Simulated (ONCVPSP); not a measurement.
**An ONCV potential for palladium, from input to tests**

Task: generate the file, and judge it by its errors in other configurations, its logarithmic derivatives, its ghosts and its cutoff.

The numbers are computed with ONCVPSP 4.0.1 (PBE, scalar-relativistic, spin-unpolarised reference atom).

5 further runs of the same task are left out: 5 that didn't finish.

### 1 The atom and the settings

Typed settings, in words:

| Property | Result |
| --- | --- |
| element | palladium (Pd, Z = 46) |
| type | optimised norm-conserving Vanderbilt (ONCV) |
| frozen core | [Ar] 3d10 |
| valence charge | 18 |
| reference configuration | 4s2 4p6 4d8 (charge +2) |
| partial waves | 4s: rc 0.90 bohr, ncon 3, nbas 6, qcut 6 1/bohr, 3 projectors, debl 1.1 Ha; 4p: rc 1.34 bohr, ncon 4, nbas 8, qcut 12.3 1/bohr, 3 projectors, debl 2.8 Ha; 4d: rc 1.86 bohr, ncon 3, nbas 7, qcut 6.7 1/bohr, 3 projectors, debl 1.9 Ha |
| local potential | polynomial inside 0.66 bohr (lpopt 5, dvloc0 -1 Ha) |
| core correction | Teter function, fcfact 2, rcfact 1.05 |

The outer shells as boxes (Hund's rule for the drawing; the calculation is spin-unpolarised):

```
[Ar] core
3d [↑↓][↑↓][↑↓][↑↓][↑↓]
4s [↑↓]
4p [↑↓][↑↓][↑↓]
4d [↑↓][↑↓][↑↓][↑ ][↑ ]
```

An earlier all-electron run gives the scale for the radii.

All-electron outer shells of the reference configuration (PBE, scalar-relativistic, ld1.x):

| shell | level (eV) | outermost node (bohr) | outermost maximum (bohr) |
| --- | --- | --- | --- |
| 4s | -110.48 | 0.45 | 0.85 |
| 4p | -76.10 | 0.46 | 0.91 |
| 4d | -27.33 | 0.45 | 1.07 |
| 5s | -20.25 | 1.13 | 2.27 |
| 5p | -14.08 | 1.26 | 2.74 |

### 2 Generation

File Pd.dat:

```
# ATOM AND REFERENCE CONFIGURATION
# atsym  z   nc   nv     iexc    psfile
  Pd 46.00    6    3        4      upf
#
#   n    l    f
    1    0    2.00
    2    0    2.00
    2    1    6.00
    3    0    2.00
    3    1    6.00
    3    2   10.00
    4    0    2.00
    4    1    6.00
    4    2    8.00
#
# PSEUDOPOTENTIAL AND OPTIMIZATION
# lmax
    2
#
#   l,   rc,      ep,       ncon, nbas, qcut
    0    0.90    0.00    3    6    6.00
    1    1.34    0.00    4    8   12.30
    2    1.86    0.00    3    7    6.70
#
# LOCAL POTENTIAL
# lloc, lpopt,  rc(5),   dvloc0
    4    5    0.66   -1.00
#
# VANDERBILT-KLEINMAN-BYLANDER PROJECTORs
# l, nproj, debl
    0    3    1.10
    1    3    2.80
    2    3    1.90
#
# MODEL CORE CHARGE
# icmod, fcfact, rcfact
    3    2.00    1.05
#
# LOG DERIVATIVE ANALYSIS
# epsh1, epsh2, depsh
   -6.00    5.00    0.04
#
# OUTPUT GRID
# rlmax, drl
    6.00    0.01
#
# TEST CONFIGURATIONS
# ncnf
    4
# nvcnf
#   n    l    f
    3
    4    0    2.00
    4    1    6.00
    4    2   10.00
#
    3
    4    0    2.00
    4    1    6.00
    4    2    9.00
#
    3
    4    0    2.00
    4    1    6.00
    4    2    7.00
#
    4
    4    0    2.00
    4    1    6.00
    4    2    8.00
    5    0    1.00
#
```

Launch:

```console
$ oncvpsp.x < Pd.dat > Pd.out
```

Before running it: what results should come out? Wanted: cutoffs; bound ghosts; GHOST(+) flags; largest test error; largest phase difference near zero energy, channels read; rms error of d²Exc/dn², without and with the model core; projector energies reset by the program.

**Answer**, as computed:

| quantity | value |
| --- | --- |
| cutoffs | not determined |
| bound ghosts | s at -847.20 eV |
| GHOST(+) flags | s at 20 eV, p at 451 eV |
| largest test error (AE − PS) | +23 meV, for 4s2 4p6 4d10 |
| largest phase difference near zero energy, channels read | 0.000 rad |
| rms error of d²Exc/dn², without and with the model core | 3.01 and 1.95 mHa |
| projector energies reset by the program | s: -4.060, 0.250, 1.350 Ha |

A bound ghost (s) makes it unfit for use: electrons can fall into a state that the atom doesn't have. By total energies transferability is good: the largest error is 23 meV on 29.9 eV, for 4s2 4p6 4d10. Atomic tests can pass in spite of a ghost, since they solve only for the levels asked. Near zero energy the phases of the channels with partial waves agree within 0.001 rad. The program also flags highly localised states, GHOST(+) (s, p). These are tests on the free atom; a crystal test is still owed.
